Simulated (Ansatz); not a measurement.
**BGePH (quartet): the correlation ladder at a displaced geometry (v2), cc-pVDZ**

How much of the correlation energy of BGePH (quartet) does each wave-function method recover here?

Computed with Ansatz 0.2.0, Gaussian basis. Level: cc-pVDZ, core rule «outside noble gas», up to 20 orbitals frozen.

The runs, in order: UHF; CCSD(T) on ROHF; CCSD(T) on UHF; BCCD(T) on ROHF; CISD; CCSDT(Q) on ROHF; CCSDT(Q) on UHF.

25 further runs of the same task are left out: 16 that didn't finish, 9 set aside as unsound or not needed.

## (1) The system

The geometry is a PBE0/def2-TZVP stationary point (not a proven minimum) with its atoms shifted at random (size 0.100 Å). No spin-orbit coupling is included. The filled d shell of Ge may be among the frozen orbitals whatever the setting's name suggests; the logs give the count.

4 atoms, charge 0, spin multiplicity 4.

Atoms are counted from 1 here; the program's logs count them from 0.

Bond lengths: Ge1–B2 1.954 Å, B2–P3 1.924 Å, P3–H4 1.372 Å. Angles: Ge1–B2–P3 171.0°, B2–P3–H4 92.5°.

## (2) UHF

The input, in.yaml:

```yaml
crystal:
  periodic: [false, false, false]
  atoms:
    - {symbol: Ge, position_ang: [0.064571, -0.287619, 2.459310]}
    - {symbol: B, position_ang: [-0.100319, -0.256484, 0.512761]}
    - {symbol: P, position_ang: [-0.023681, -0.407824, -1.403627]}
    - {symbol: H, position_ang: [0.059429, 0.951927, -1.568444]}
basis:
  gaussian: {orbitals: cc-pVDZ}
magnetization: {spin_polarized: true, initial_magnetization: 3}
hamiltonian: {xc: hf}
output: {orbitals: {seedname: orbitals}}
```

Run with:

```sh
$ ansatz run in.yaml --threads 1 --pin off --events-out ev --progress --plain --max-ram 2393MiB
```

The runs that follow: CCSD(T) on ROHF; CCSD(T) on UHF; BCCD(T) on ROHF; CISD; CCSDT(Q) on ROHF; CCSDT(Q) on UHF.

Q: Predict the results of all the runs planned. Wanted: UCCSDT(Q) below the RHF energy; RMP2 from UCCSDT(Q); UMP2 from UCCSDT(Q); RCCSD from UCCSDT(Q); RCCSD(T) from UCCSDT(Q); UCCSD(T) from UCCSDT(Q); RCCSDT(Q) from UCCSDT(Q); T1 diagnostic.

As calculated:

```
                         quantity                      value
   UCCSDT(Q) below the RHF energy                 -7.6208 eV
              RMP2 from UCCSDT(Q)              +145.7 kJ/mol
              UMP2 from UCCSDT(Q)              +148.8 kJ/mol
             RCCSD from UCCSDT(Q)               +35.0 kJ/mol
          RCCSD(T) from UCCSDT(Q)                +7.2 kJ/mol
          UCCSD(T) from UCCSDT(Q)                +7.0 kJ/mol
         RCCSDT(Q) from UCCSDT(Q)                +0.4 kJ/mol
levels within 1 kcal/mol (43 meV)  RCCSDT, UCCSDT, RCCSDT(Q)
                    T1 diagnostic                      0.022
```

**Reading.** RCCSD(T) lands +7.2 kJ/mol from the yardstick (1.0 % of the correlation energy). These misses are within one basis, not against nature; the frozen cores of restricted and unrestricted runs differ, which can shift their rows.
